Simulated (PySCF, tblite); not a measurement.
# C₂H₁₀N₂OSi₂: geometry, infrared bands and NMR shifts

What infrared bands and NMR shifts should C₂H₁₀N₂OSi₂ (`CC(=O)N[SiH2][SiH2]N`) show?

Programs: tblite 0.8.0 and PySCF 2.14.0, with density-fitted response routines of our own. Each step states its level of theory. These are calculated values for one molecule in the gas phase, unless marked as measured. Atoms are numbered from 0 throughout.

### 1 Starting geometry

17 atoms, charge 0, multiplicity 1; geometry from: force field or distance geometry start.

Bonds of the start (Å): C0–C1 1.49, C1–O2 1.22, C1–N3 1.37, N3–Si4 1.75, Si4–Si5 2.34, Si5–N6 1.71, C0–H7 1.09, C0–H8 1.09, C0–H9 1.10, N3–H10 1.02, Si4–H11 1.48, Si4–H12 1.48, Si5–H13 1.49, Si5–H14 1.47, N6–H15 1.02, N6–H16 1.01.

### 2 Optimising the geometry with GFN2-xTB

What the job is given:

```
{"job": {"kind": "relax", "xc": "GFN2-xTB", "basis": "xTB"}, "charge": 0, "multiplicity": 1}
C     -2.719300     0.718400     0.089900
C     -1.411300     0.130800    -0.331300
O     -0.871400     0.411100    -1.388600
N     -0.874000    -0.702400     0.615900
Si     0.660500    -1.524900     0.417100
Si     2.323100    -0.211600    -0.585500
N      2.017400     1.470700    -0.465200
H     -3.316000     0.944500    -0.796600
H     -2.542400     1.643200     0.645700
H     -3.296300     0.026300     0.724900
H     -1.336700    -0.878800     1.505000
H      1.072700    -1.912400     1.784400
H      0.410800    -2.781000    -0.327700
H      3.657800    -0.448800     0.033500
H      2.433900    -0.470500    -2.033300
H      1.101500     1.630900    -0.884600
H      2.682700     1.966500    -1.047200
```

Launch:

```console
$ OMP_NUM_THREADS=1 python probes_run.py task.json out
```

This one command runs all jobs of the session in turn.

**Question.** This job is followed by: GFN2-xTB harmonic vibrations, gas phase; GIAO PBE0/pcSseg-1 NMR shielding, non-relativistic, gas phase. Predict these results of the whole session: strongest single infrared mode (GFN2-xTB); zero-point energy (GFN2-xTB); 13C shifts against TMS (PBE0/pcSseg-1); 1H shifts against TMS (PBE0/pcSseg-1, means over atoms taken as alike); 17O shifts against H2O (PBE0/pcSseg-1); 15N shifts against NH3 (PBE0/pcSseg-1); 29Si shifts against TMS (PBE0/pcSseg-1).

As calculated:

| quantity | value |
| --- | --- |
| strongest single infrared mode (GFN2-xTB) | 1400 cm⁻¹, 466 km/mol |
| zero-point energy (GFN2-xTB) | 75.8 kcal/mol |
| 13C shifts against TMS (PBE0/pcSseg-1) | 180.8, 24.2 ppm |
| 1H shifts against TMS (PBE0/pcSseg-1, means over atoms taken as alike) | 5.00, 4.64, 4.54, 2.09, 0.30 ppm |
| 17O shifts against H2O (PBE0/pcSseg-1) | 427.7 ppm |
| 15N shifts against NH3 (PBE0/pcSseg-1) | 119.2, -3.7 ppm |
| 29Si shifts against TMS (PBE0/pcSseg-1) | -57.3, -67.2 ppm |

Over 154 steps the energy fell by 0.332 eV; of the close pairs, Si4–Si5 changed most, 2.344 to 2.305 Å. No mode is imaginary among the 45: a minimum at this level. The strongest single mode, at 1400 cm⁻¹, moves mainly C1 and N3. Unscaled tight-binding wavenumbers are off by several per cent, some by more. Its intensities can rank the bands wrongly. At PBE0/pcSseg-1: Shielding is most anisotropic at O2 (span 651 ppm, paramagnetic term -497 ppm).
